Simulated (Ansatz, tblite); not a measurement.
# PbF4: rung by rung

Aim: run the singlet of PbF4 at one geometry on many levels, and compare frontier levels, spin and run time.

Computed with Ansatz 0.2.0, Gaussian basis. Level: as each input shows.

Levels to be run: GFN1-xTB, GFN2-xTB, PBE-D4/def2-TZVP, r2SCAN-D4/def2-TZVP, BLYP-D4/def2-TZVP, B97M-V/def2-TZVP, ωB97X-V/def2-TZVP, BHLYP-D4/def2-TZVP, LC-ωPBE/def2-TZVP, B3LYP-D4/def2-TZVP, B2PLYP/def2-TZVP, PBE-D4/def2-SVP, PBE0-D4/def2-SVP, CCSD(T)/def2-TZVPP, MP2/def2-TZVP, RPA/def2-TZVP.

### 1 The structure

The geometry is that of the singlet, from an earlier relaxation (PBE-D4/def2-SVP).

5 atoms, charge 0, spin multiplicity 1.

Bond lengths: Pb1–F2 2.038 Å, Pb1–F3 2.038 Å, Pb1–F4 2.038 Å, Pb1–F5 2.038 Å. Angles: F2–Pb1–F3 109.5°, F2–Pb1–F4 109.5°, F2–Pb1–F5 109.5°, F3–Pb1–F4 109.5°, F3–Pb1–F5 109.5°, F4–Pb1–F5 109.5°.

Pb takes a core potential in the def2 sets. No spin-orbit coupling is included.

PBE0-D4/def2-TZVP was run before; its log isn't repeated, and its numbers join the tables.

### 2 GFN1-xTB

Tight binding, by tblite at 300 K electronic temperature and without a spin-polarisation term:

```python
tblite.interface.Calculator('GFN1-xTB', numbers, positions, charge=0, uhf=0).singlepoint()
```

Energy -602.8559 eV, HOMO -15.11 eV, LUMO -12.63 eV; 0.003 s.

### 3 GFN2-xTB

Tight binding, by tblite at 300 K electronic temperature and without a spin-polarisation term:

```python
tblite.interface.Calculator('GFN2-xTB', numbers, positions, charge=0, uhf=0).singlepoint()
```

Energy -576.1476 eV, HOMO -14.61 eV, LUMO -12.71 eV; 0.001 s.

### 4 PBE-D4/def2-TZVP

start.molden holds the orbitals of an earlier run on this state, given as this run's starting guess.

Input file in.yaml:

```yaml
crystal:
  periodic: [false, false, false]
  atoms:
    - {symbol: Pb, position_ang: [0.000009, 0.000015, -0.000011]}
    - {symbol: F, position_ang: [0.011044, -0.018808, 2.038038]}
    - {symbol: F, position_ang: [1.917899, 0.010970, -0.689715]}
    - {symbol: F, position_ang: [-0.968433, 1.667990, -0.658870]}
    - {symbol: F, position_ang: [-0.960519, -1.660167, -0.689432]}
basis:
  gaussian: {orbitals: def2-TZVP, initial_orbitals: start.molden}
hamiltonian: {xc: pbe, dispersion: d4}
scf: {omitted_lower_state_checks: [starts]}
output: {orbitals: {seedname: orbitals}}
```

Started as:

```sh
$ ansatz run in.yaml --threads 2 --pin off --events-out ev --progress --plain --max-ram 4352MiB
```

The runs that follow: r2SCAN-D4/def2-TZVP; BLYP-D4/def2-TZVP; B97M-V/def2-TZVP; ωB97X-V/def2-TZVP; BHLYP-D4/def2-TZVP; LC-ωPBE/def2-TZVP; B3LYP-D4/def2-TZVP; B2PLYP/def2-TZVP; PBE-D4/def2-SVP; PBE0-D4/def2-SVP; CCSD(T)/def2-TZVPP; MP2/def2-TZVP; RPA/def2-TZVP.

**Question.** What will the summary of the whole plan be? Wanted: gap in def2-TZVP, named functionals, smallest and largest; correlation energy, CCSD(T)/def2-TZVPP; correlation energy, MP2/def2-TZVP; binding an atom, CCSD(T)/def2-TZVPP; PBE0 total energy, smallest basis above largest.

**Answer**, as computed:

```
                                                 quantity                                  value
gap in def2-TZVP, named functionals, smallest and largest  3.16 eV (BLYP-D4), 11.01 eV (LC-ωPBE)
                   correlation energy, CCSD(T)/def2-TZVPP                              -39.06 eV
                        correlation energy, MP2/def2-TZVP                              -38.76 eV
                      binding an atom, CCSD(T)/def2-TZVPP                               2.696 eV
          PBE0 total energy, smallest basis above largest         14.38 eV (def2-SVP, def2-TZVP)
```

What this shows: Orbital gaps of the named functionals in def2-TZVP span 3.16 eV (BLYP-D4) to 11.01 eV (LC-ωPBE); exact exchange widens it. The functionals in def2-TZVP miss CCSD(T)/def2-TZVPP by -0.256 (BHLYP-D4) to +0.421 eV (PBE-D4) an atom. CCSD(T)/def2-TZVPP isn't at the basis-set limit; small misses against it rank nothing.
